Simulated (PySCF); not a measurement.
# CI−: bond curves at several levels of theory

An exercise on one series of results from a longer session: the logs are not shown, and one member is left open.

Computed with PySCF 2.14.0. Level: C aug-cc-pVDZ, I aug-cc-pVDZ-PP with ECP28, scalar-relativistic core potentials.

1 further run of the same task is left out (it didn't finish).

Set-up of the first run:

The job is set up so:

```yaml
atoms: C, I
charge: -1
basis: C aug-cc-pVDZ, I aug-cc-pVDZ-PP with ECP28
Hamiltonian: scalar-relativistic core potentials
basis_functions: 55
electrons_treated: 32
masses_in_u: 12.0000, 126.9045
levels: PBE0, PBE, r²SCAN, MN15, B97-3, PW91, LC-ωPBE, HF, MP2, SCS-MP2
grid: 80 radial by 434 angular points
occupations: held fixed by the projection of orbital angular momentum
dissociation_limit: C + I−, each in its ground configuration
starting_distance_in_angstrom: 2.120
values_of_2S_to_try: 0, 2
```

Command:

```console
$ OMP_NUM_THREADS=1 python dia.py task.json out
```

Among the steps run: Input; PBE0 along the bond; Higher solutions at PBE0; PBE (GGA); r²SCAN; MN15; B97-3 (global hybrid GGA); PW91; LC-ωPBE (range-separated hybrid); UHF (mean field).

One of the session's tables, all rows but one given; the rest of the session is left out.

It belongs to the step «The curves together». Energy (eV) from each level's lowest point:

| R (Å) | UHF | UHF-MP2 | UHF-SCS-MP2 | PBE | PW91 |
| --- | --- | --- | --- | --- | --- |
| 1.951 | 0.905 | 0.561 | 0.599 | 0.498 | 0.505 |
| 2.042 | 0.531 | 0.251 | 0.281 | 0.211 | 0.216 |
| 2.133 | ? | ? | ? | ? | ? |
| 2.201 | 0.180 | 0.022 | 0.033 | 0.011 | 0.013 |
| 2.269 | 0.101 | 0.000 | 0.002 | 0.000 | 0.000 |
| 2.337 | 0.051 | 0.007 | 0.000 | 0.017 | 0.016 |
| 2.428 | 0.014 | 0.049 | 0.028 | 0.071 | 0.068 |
| 2.541 | 0.000 | 0.131 | 0.093 | 0.170 | 0.165 |
| 2.677 | 0.011 | 0.252 | 0.193 | 0.310 | 0.304 |
| 2.859 | 0.048 | 0.416 | 0.333 | 0.504 | 0.498 |

Q: Estimate the row for R (Å) = 2.133 from the others.

Worked estimate for «UHF». A straight line through the neighbours (2.042, 0.531) and (2.201, 0.180) gives 0.531 + (0.180 − 0.531) × (2.133 − 2.042) / (2.201 − 2.042) = 0.330; a parabola fitted to 4 rows on both sides gives 0.288.

**Answer.** UHF: 0.295; UHF-MP2: 0.083; UHF-SCS-MP2: 0.103; PBE: 0.061; PW91: 0.064. In «UHF» the line misses by +0.035 and the parabola by -0.007.
